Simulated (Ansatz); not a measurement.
The system is NbPd4.

```xyz
5
Lattice="1.4176 0.8185 11.4953 -1.4176 0.8185 11.4953 0.0000 -1.6369 11.4953" Properties=species:S:1:pos:R:3 pbc="T T T"
Pd    0.0000    0.0000   20.7129
Pd    0.0000    0.0000    6.8943
Pd    0.0000    0.0000   27.5915
Pd    0.0000    0.0000   13.7729
Nb    0.0000    0.0000    0.0000
```

The cell comes from a database or a generator and needn't be the stable form of this composition.

Base run:

| Property | Result |
| --- | --- |
| Program | Ansatz 0.2.0 |
| Functional | PBEsol |
| Potentials or basis | Ansatz PAW |
| Cutoff | 420 eV |
| Density cutoff | 1680 eV |
| k mesh | 11 × 11 × 11 |
| Occupations | fermi-dirac, width 0.05 eV |
| Spin | no spin polarisation |

Its results: band gap on the k mesh none (metal or under the smearing width); pressure -10.1 GPa; largest force 0.087 eV/Å.

Q: The run is repeated on the same cell with these changes: functional from PBEsol to PBE. What comes out?

A: Band gap on the k mesh none (metal or under the smearing width); pressure -1.9 GPa; largest force 0.081 eV/Å.

PBE binds less tightly than PBEsol, so the same cell stands under more pressure.

Caveats: the PAW data sets come from PBE, with cores solved anew for the run's functional, which leaves a small shift of forces and pressure (some runs).

Not every run made on this cell is shown here.
